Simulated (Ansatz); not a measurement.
**C₃H₁₀OSi: up Jacob's ladder to CCSD(T)**

The task here is to estimate one member of a computed series from the others.

Program: Ansatz 0.2.0, Gaussian basis. Level of theory: functionals in def2-TZVPP, the program's frozen cores in correlated methods. These are calculated values, not measurements.

Plan: LDA (SPW92), PBE-D4, revPBE-D4, BLYP-D4, r2SCAN-D4, B97M-V, PBE0-D4, B3LYP-D4, r2SCANh-D4, r2SCAN0-D4, HSE06-D4, BHLYP-D4, CAM-B3LYP-D4, LC-ωPBE, ωB97X-V, ωB97M-V, B2PLYP, PBE-QIDH; CCSD(T)/def2-SVP; CCSD(T)/def2-TZVPP; MP2/def2-QZVPP; extrapolation to the limit; RPA on PBE.

## The geometry

An earlier PBE0-D4 in a triple-zeta def2 set relaxation fixed the geometry.

SMILES `CC(C)[SiH2]O`, 15 atoms, charge 0, spin multiplicity 1.

Atoms are counted from 1 here; the program's logs count them from 0.

Bond lengths: C1–C2 1.527 Å, C1–H6 1.094 Å, C1–H7 1.095 Å, C1–H8 1.093 Å, C2–C3 1.527 Å, C2–Si4 1.876 Å, C2–H9 1.100 Å, C3–H10 1.095 Å, C3–H11 1.094 Å, C3–H12 1.095 Å, Si4–O5 1.654 Å, Si4–H13 1.494 Å, Si4–H14 1.485 Å, O5–H15 0.957 Å. Angles: C2–C1–H6 111.0°, C2–C1–H7 111.0°, C2–C1–H8 111.9°, H6–C1–H7 107.4°, H6–C1–H8 107.5°, H7–C1–H8 107.7°, C1–C2–C3 111.4°, C1–C2–Si4 111.6°, C1–C2–H9 108.7°, C3–C2–Si4 111.2°, C3–C2–H9 108.4°, Si4–C2–H9 105.3°, C2–C3–H10 111.0°, C2–C3–H11 112.2°, C2–C3–H12 111.1°, H10–C3–H11 107.8°, H10–C3–H12 106.9°, H11–C3–H12 107.6° and more.

The first run:

The input, in.yaml:

```yaml
crystal:
  periodic: [false, false, false]
  atoms:
    - {symbol: C, position_ang: [-0.900149, -0.007868, 1.369521]}
    - {symbol: C, position_ang: [0.301742, 0.292668, 0.477513]}
    - {symbol: C, position_ang: [1.194181, -0.935300, 0.312237]}
    - {symbol: Si, position_ang: [-0.227945, 0.975097, -1.187513]}
    - {symbol: O, position_ang: [-1.134936, -0.108097, -2.046791]}
    - {symbol: H, position_ang: [-1.541975, -0.770210, 0.918448]}
    - {symbol: H, position_ang: [-0.579932, -0.384422, 2.346420]}
    - {symbol: H, position_ang: [-1.514344, 0.879841, 1.540176]}
    - {symbol: H, position_ang: [0.895093, 1.092376, 0.943984]}
    - {symbol: H, position_ang: [0.646165, -1.758390, -0.157869]}
    - {symbol: H, position_ang: [2.074500, -0.725688, -0.301703]}
    - {symbol: H, position_ang: [1.546369, -1.300421, 1.282199]}
    - {symbol: H, position_ang: [0.990440, 1.351539, -1.965321]}
    - {symbol: H, position_ang: [-1.099806, 2.163801, -1.007220]}
    - {symbol: H, position_ang: [-0.671203, -0.815527, -2.494879]}
basis:
  gaussian: {orbitals: def2-TZVPP}
hamiltonian: {xc: lda}
output: {orbitals: {seedname: orbitals}}
```

On the command line:

```bash
ansatz run in.yaml --threads 4 --pin off --events-out ev --progress --plain --max-ram 10444MiB
```

Steps of the session up to this table: LDA; PBE-D4 (GGA); revPBE-D4 (GGA); BLYP-D4 (GGA); r2SCAN-D4 (meta-GGA); B97M-V (meta-GGA); PBE0-D4 (hybrid); B3LYP-D4 (hybrid); r2SCANh-D4 (hybrid); r2SCAN0-D4 (hybrid); HSE06-D4 (hybrid); BHLYP-D4 (hybrid); CAM-B3LYP-D4 (range-separated); LC-ωPBE (range-separated); ωB97X-V (range-separated); ωB97M-V (range-separated); B2PLYP (double hybrid); PBE-QIDH (double hybrid).

One table of the session follows, with a row left open; its other results are not shown here.

It belongs to the step «Orbital energies across the functionals». 

```
  functional  HOMO (eV)  LUMO (eV)  gap (eV)
 LDA (SPW92)      -6.54      -0.80      5.75
      PBE-D4          ?          ?         ?
   revPBE-D4      -6.41      -0.44      5.96
     BLYP-D4      -6.37      -0.51      5.86
   r2SCAN-D4      -6.72      -0.03      6.69
      B97M-V      -6.87      -0.39      6.48
     PBE0-D4      -7.77       0.30      8.07
    B3LYP-D4      -7.59       0.01      7.60
  r2SCANh-D4      -7.21       0.24      7.45
  r2SCAN0-D4      -7.95       0.64      8.58
    HSE06-D4      -7.37      -0.07      7.30
    BHLYP-D4      -9.04       1.04     10.08
CAM-B3LYP-D4      -9.16       1.16     10.32
     LC-ωPBE     -10.46       2.45     12.91
     ωB97X-V     -10.14       2.23     12.38
     ωB97M-V     -10.01       1.85     11.86
```

**Question.** Estimate the row for PBE-D4.

The run gave: HOMO (eV): -6.45; LUMO (eV): -0.56; gap (eV): 5.89. In the column «HOMO (eV)» it lies between LDA (SPW92) (-6.54) and revPBE-D4 (-6.41).
